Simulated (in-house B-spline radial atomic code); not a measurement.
**Cu⁺: a fraction of an electron removed from 3p**

How does the ωB97X energy of Cu⁺ change when part of an electron is removed from 3p?

The numbers are computed with in-house B-spline radial atomic code version 1 (scalar-relativistic (spin-free one-electron X2C) wB97X, spin-polarised, spherical fractional occupations, Fermi nucleus, basis-set limit), except any that are marked as measured or tabulated.

### Step 1. The atom as given

| Item | Value |
| --- | --- |
| element | copper (Z = 29) |
| charge | +1 |
| electrons | 28 |
| configuration | [Ar] 3d10 |
| Hamiltonian | scalar-relativistic (X2C) |
| nucleus | Fermi, rms radius 3.882 fm |

Outer shells as boxes (Hund's rule):

[Ar] 3d10
```
[Ar] core
3d [↑↓][↑↓][↑↓][↑↓][↑↓]
```

Where spins are not typed, each open shell is filled with up spins first.

### Step 2. The start, at fraction 0

Input settings:

```ini
Z = 29
electrons = 28.0
configuration = [Ar] 3d10
hamiltonian = x2c
method = wb97x
spin_polarised = True
nucleus = fermi
rms_radius = 3.8823
mass_number = 63
atomic_mass = 62.929597119
speed_of_light = 137.035999084
```

### Step 3. 0.08 electron removed from 3p

The settings differ from step 2 so:

```diff
@@ -1,4 +1,4 @@
 Z = 29
-electrons = 28.0
-configuration = [Ar] 3d10
+electrons = 27.92
+configuration = [Ne] 3s2 3p5.92 3d10
 hamiltonian = x2c
```

### Step 4. 0.14 electron removed from 3p

The settings differ from step 3 so:

```diff
@@ -1,4 +1,4 @@
 Z = 29
-electrons = 27.92
-configuration = [Ne] 3s2 3p5.92 3d10
+electrons = 27.86
+configuration = [Ne] 3s2 3p5.86 3d10
 hamiltonian = x2c
```

### Step 5. 0.35 electron removed from 3p

The settings differ from step 4 so:

```diff
@@ -1,4 +1,4 @@
 Z = 29
-electrons = 27.86
-configuration = [Ne] 3s2 3p5.86 3d10
+electrons = 27.65
+configuration = [Ne] 3s2 3p5.65 3d10
 hamiltonian = x2c
```

### Step 6. 0.45 electron removed from 3p

The settings differ from step 5 so:

```diff
@@ -1,4 +1,4 @@
 Z = 29
-electrons = 27.65
-configuration = [Ne] 3s2 3p5.65 3d10
+electrons = 27.55
+configuration = [Ne] 3s2 3p5.55 3d10
 hamiltonian = x2c
```

### Step 7. 0.5 electron removed from 3p

The settings differ from step 6 so:

```diff
@@ -1,4 +1,4 @@
 Z = 29
-electrons = 27.55
-configuration = [Ne] 3s2 3p5.55 3d10
+electrons = 27.5
+configuration = [Ne] 3s2 3p5.5 3d10
 hamiltonian = x2c
```

### Step 8. 0.55 electron removed from 3p

The settings differ from step 7 so:

```diff
@@ -1,4 +1,4 @@
 Z = 29
-electrons = 27.5
-configuration = [Ne] 3s2 3p5.5 3d10
+electrons = 27.45
+configuration = [Ne] 3s2 3p5.45 3d10
 hamiltonian = x2c
```

### Step 9. 0.64 electron removed from 3p

The settings differ from step 8 so:

```diff
@@ -1,4 +1,4 @@
 Z = 29
-electrons = 27.45
-configuration = [Ne] 3s2 3p5.45 3d10
+electrons = 27.36
+configuration = [Ne] 3s2 3p5.36 3d10
 hamiltonian = x2c
```

### Step 10. 0.82 electron removed from 3p

The settings differ from step 9 so:

```diff
@@ -1,4 +1,4 @@
 Z = 29
-electrons = 27.36
-configuration = [Ne] 3s2 3p5.36 3d10
+electrons = 27.18
+configuration = [Ne] 3s2 3p5.18 3d10
 hamiltonian = x2c
```

### Step 11. 0.9 electron removed from 3p

The settings differ from step 10 so:

```diff
@@ -1,4 +1,4 @@
 Z = 29
-electrons = 27.18
-configuration = [Ne] 3s2 3p5.18 3d10
+electrons = 27.1
+configuration = [Ne] 3s2 3p5.1 3d10
 hamiltonian = x2c
```

### Step 12. 1 electron removed from 3p

The settings differ from step 11 so:

```diff
@@ -1,4 +1,4 @@
 Z = 29
-electrons = 27.1
-configuration = [Ne] 3s2 3p5.1 3d10
+electrons = 27.0
+configuration = [Ne] 3s2 3p5 3d10
 hamiltonian = x2c
```

How does the energy change with the fraction, and which way and how far does it bend from the straight line between the ends?

**Answer**, as computed:

| fraction | energy change (eV) | less the straight line (eV) | level 3p down (eV) | sum of <r²> (bohr²) |
| --- | --- | --- | --- | --- |
| 0 | 0.0000 | 0.0000 | -87.595 | 19.461 |
| 0.08 | 7.0440 | -0.4690 | -88.509 | 19.054 |
| 0.14 | 12.3756 | -0.7721 | -89.214 | 18.764 |
| 0.35 | 31.3791 | -1.4901 | -91.803 | 17.837 |
| 0.45 | 40.6238 | -1.6366 | -93.098 | 17.436 |
| 0.5 | 45.2952 | -1.6608 | -93.759 | 17.245 |
| 0.55 | 49.9999 | -1.6517 | -94.430 | 17.058 |
| 0.64 | 58.5537 | -1.5500 | -95.660 | 16.735 |
| 0.82 | 75.9996 | -1.0083 | -98.201 | 16.131 |
| 0.9 | 83.9020 | -0.6188 | -99.363 | 15.879 |
| 1 | 93.9120 | 0.0000 | -100.84 | 15.577 |

**Reading.** From fraction 0 to 1 the energy changes by 93.912 eV. It sags under the straight line by up to 1.66 eV (at 0.5). Slater's transition state, the slope from the orbital energy at fraction 0.5 (Janak's theorem), gives 93.759 eV for the whole step. Here exact exchange is taken at spherical fractional occupations, which leaves self-interaction in open p, d and f shells; that spoils the energies somewhat, at whole numbers too.
